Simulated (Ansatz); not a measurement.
# C3H7GeN, SMILES [CH3][GeH]([CH3])[C]#N: energies of removing a hydrogen

Program: the Ansatz DFT code, driven from Python.

The script, `c3h7gen.py`:
```python
# -*- coding: utf-8 -*-
import ansatz


def total_energy(molecule, charge=0, unpaired=0):
    calc = molecule.calculation().basis(gaussian="cc-pVDZ").functional("hf")
    if charge:
        calc = calc.charge(charge)
    if unpaired:
        calc = calc.spin("collinear", total=unpaired)
    return calc.run().report["free_energy_ev"]

GEOMETRY = """
C    -1.57700   -0.52040   -0.25050
Ge   -0.01150    0.25870    0.52350
C     1.50180   -0.71760   -0.15170
C     0.22600    2.09690    0.04020
N     0.25150    3.19390   -0.26790
H    -2.50710    0.09920    0.11230
H    -1.69080   -1.54260    0.02170
H    -1.53440   -0.36830   -1.37340
H    -0.07430    0.15210    2.10940
H     1.58520   -0.62750   -1.21890
H     1.42960   -1.78800    0.16320
H     2.47820   -0.29160    0.32600
"""

def without(molecule, index):
    rest = ansatz.Crystal.molecule()
    for i, site in enumerate(molecule.cartesian_sites):
        if i != index:
            rest = rest.atom(site.symbol, site.position_ang)
    return rest


def main():
    geometry = ansatz.Crystal.molecule()
    for line in GEOMETRY.strip().splitlines():
        symbol, *xyz = line.split()
        geometry = geometry.atom(symbol, [float(v) for v in xyz])

    whole = total_energy(geometry, 0)
    hydrogen = total_energy(ansatz.Crystal.molecule().atom("H", (0, 0, 0)), 0, 1)
    print(f"E(molecule) = {whole:.5f} eV, E(H) = {hydrogen:.5f} eV")
    for index in [11, 8]:
        radical = total_energy(without(geometry, index), 0, 1)
        print(f"H{index}: homolysis {96.485332 * (radical + hydrogen - whole):.1f} kJ/mol")


if __name__ == "__main__":
    main()
```

Output of `python c3h7gen.py`:
```text
E(molecule) = -61156.81823 eV, E(H) = -13.58606 eV
H11: homolysis 359.1 kJ/mol
H8: homolysis 291.8 kJ/mol
```

Reading the output:
- Total energies depend on the basis set; only differences at equal settings carry meaning.
- The geometry is a force-field or estimated start, not a minimum of this method, and the basis set is short of its limit. All parts are taken at fixed geometry, without zero-point energy.
- Hartree-Fock leaves correlation out, so bond, atomisation and ionisation energies come out well too low.
- Hardware and time: 22 s on 1 thread of Arm Neoverse V1, with other jobs on the host, peak memory 0.38 GiB.
